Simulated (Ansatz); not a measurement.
**C₂H₁₀AsGa: how energies converge with the basis set**

The task here is to estimate one member of a computed series from the others.

Method: one geometry, several basis sets; program: Ansatz 0.2.0, Gaussian basis.

Levels to be run: PBE0-D4/def2-SVP; ωB97M-V/def2-SVP; PBE0-D4/def2-QZVPP; ωB97M-V/def2-QZVPP; the functionals' def2-TZVPP values are taken from earlier runs.

### The relaxed structure

All runs share one geometry, relaxed beforehand with PBE0-D4 in a triple-zeta def2 set.

SMILES `[CH3][GaH-]([CH3])[AsH3+]`, 14 atoms, charge 0, spin multiplicity 1.

Atoms are counted from 1 here; the program's logs count them from 0.

Bond lengths: C1–Ga2 1.987 Å, C1–H5 1.093 Å, C1–H6 1.094 Å, C1–H7 1.092 Å, Ga2–C3 1.987 Å, Ga2–As4 2.738 Å, Ga2–H8 1.585 Å, C3–H9 1.094 Å, C3–H10 1.092 Å, C3–H11 1.093 Å, As4–H12 1.511 Å, As4–H13 1.512 Å, As4–H14 1.512 Å. Angles: Ga2–C1–H5 112.0°, Ga2–C1–H6 109.0°, Ga2–C1–H7 112.3°, H5–C1–H6 107.4°, H5–C1–H7 108.6°, H6–C1–H7 107.3°, C1–Ga2–C3 119.2°, C1–Ga2–As4 97.3°, C1–Ga2–H8 118.6°, C3–Ga2–As4 97.3°, C3–Ga2–H8 118.7°, As4–Ga2–H8 93.9°, Ga2–C3–H9 109.0°, Ga2–C3–H10 112.3°, Ga2–C3–H11 112.0°, H9–C3–H10 107.3°, H9–C3–H11 107.4°, H10–C3–H11 108.6° and more.

The first run:

in.yaml

```yaml
crystal:
  periodic: [false, false, false]
  atoms:
    - {symbol: C, position_ang: [-1.220597, 1.203555, -1.109854]}
    - {symbol: Ga, position_ang: [-0.330182, 0.648731, 0.577757]}
    - {symbol: C, position_ang: [1.621182, 0.957288, 0.792043]}
    - {symbol: As, position_ang: [-0.203149, -2.033466, 0.041366]}
    - {symbol: H, position_ang: [-0.602267, 0.995485, -1.986280]}
    - {symbol: H, position_ang: [-1.395365, 2.283538, -1.082520]}
    - {symbol: H, position_ang: [-2.190830, 0.720786, -1.244698]}
    - {symbol: H, position_ang: [-1.216608, 0.458259, 1.877457]}
    - {symbol: H, position_ang: [1.789980, 2.007827, 1.048144]}
    - {symbol: H, position_ang: [2.050946, 0.354227, 1.594689]}
    - {symbol: H, position_ang: [2.170953, 0.754141, -0.130034]}
    - {symbol: H, position_ang: [-0.851436, -3.049960, 0.951803]}
    - {symbol: H, position_ang: [1.131209, -2.737619, -0.055887]}
    - {symbol: H, position_ang: [-0.767034, -2.591993, -1.245387]}
basis:
  gaussian: {orbitals: def2-SVP}
hamiltonian: {xc: pbe0, dispersion: d4}
output: {orbitals: {seedname: orbitals}}
```

Launch:

```
$ ansatz run in.yaml --threads 4 --pin off --events-out ev --progress --plain --max-ram 11315MiB
```

Steps of the session up to this table: PBE0-D4 in def2-SVP; ωB97M-V in def2-SVP; PBE0-D4 in def2-QZVPP; ωB97M-V in def2-QZVPP.

One table of the session follows, with a row left open; its other results are not shown here.

It belongs to the step «Functionals by basis». 

```
functional       basis  HOMO (eV)  LUMO (eV)
   PBE0-D4    def2-SVP      -7.14       0.09
   PBE0-D4  def2-TZVPP      -7.20      -0.08
   PBE0-D4  def2-QZVPP      -7.21      -0.24
   ωB97M-V    def2-SVP          ?          ?
   ωB97M-V  def2-TZVPP      -9.44       1.65
   ωB97M-V  def2-QZVPP      -9.45       1.11
```

Q: Estimate the row for ωB97M-V, def2-SVP from the others.

The run gave: HOMO (eV): -9.36; LUMO (eV): 1.99. In the column «HOMO (eV)» it lies between ωB97M-V, def2-TZVPP (-9.44) and PBE0-D4, def2-QZVPP (-7.21).
